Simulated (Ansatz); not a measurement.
# C2H5BZn: the cost of one run

Method: UKS PBE/def2-SVP, in Ansatz 0.2.0.

## Step 1: The starting structure

Bond lengths: Zn1–B3 2.302 Å, C2–B3 1.594 Å, C2–C4 1.447 Å, B3–C4 1.517 Å, C2–H6 1.123 Å, B3–H7 1.231 Å, C4–H8 1.130 Å, C4–H9 1.154 Å. Angles (14 of 15 angles, heavy atoms first): B3–C2–C4 59.6°, Zn1–B3–C2 66.8°, Zn1–B3–C4 101.5°, C2–B3–C4 55.4°, C2–C4–B3 65.0°, B3–C2–H6 109.7°, C4–C2–H6 111.2°, Zn1–B3–H7 100.3°, C2–B3–H7 152.3°, C4–B3–H7 151.5°, C2–C4–H8 112.2°, C2–C4–H9 115.9°, B3–C4–H8 113.1°, B3–C4–H9 119.8°.

Structure file:

```xyz
9

Zn    0.2181    0.5146   -1.9900
C    -0.1905    0.6443    0.1933
B     0.9877   -0.4066   -0.0254
C    -0.3120   -0.7066    0.6972
H    -1.4952    1.3981   -1.4771
H     0.0890    1.3602    1.0117
H     2.1359   -0.7032   -0.3555
H    -1.0275   -1.3289    0.0834
H    -0.3170   -0.8183    1.8453
```

## Step 2: Preparing the start

input.yaml

```yaml
crystal:
  periodic: [false, false, false]
  atoms:
    - { symbol: Zn, position_ang: [0.2181, 0.5146, -1.99] }
    - { symbol: C, position_ang: [-0.1905, 0.6443, 0.1933] }
    - { symbol: B, position_ang: [0.9877, -0.4066, -0.0254] }
    - { symbol: C, position_ang: [-0.312, -0.7066, 0.6972] }
    - { symbol: H, position_ang: [-1.4952, 1.3981, -1.4771] }
    - { symbol: H, position_ang: [0.089, 1.3602, 1.0117] }
    - { symbol: H, position_ang: [2.1359, -0.7032, -0.3555] }
    - { symbol: H, position_ang: [-1.0275, -1.3289, 0.0834] }
    - { symbol: H, position_ang: [-0.317, -0.8183, 1.8453] }
magnetization:
  spin_polarized: true
basis:
  gaussian: { orbitals: def2-SVP }
hamiltonian:
  xc: pbe
relax:
  f_tol: 0.02
  max_steps: 40
output:
  orbitals: {}
```

The run is started by

```
ansatz run input.yaml --threads 2 --pin off --max-ram 3072MiB --backend cpu --events-out ev --progress --plain --runs-dir out
```

Q: Estimate wall time and peak memory on 2 threads of Arm Neoverse N1, shared host.

About 2.2 min, with a peak of 0.25 GiB.
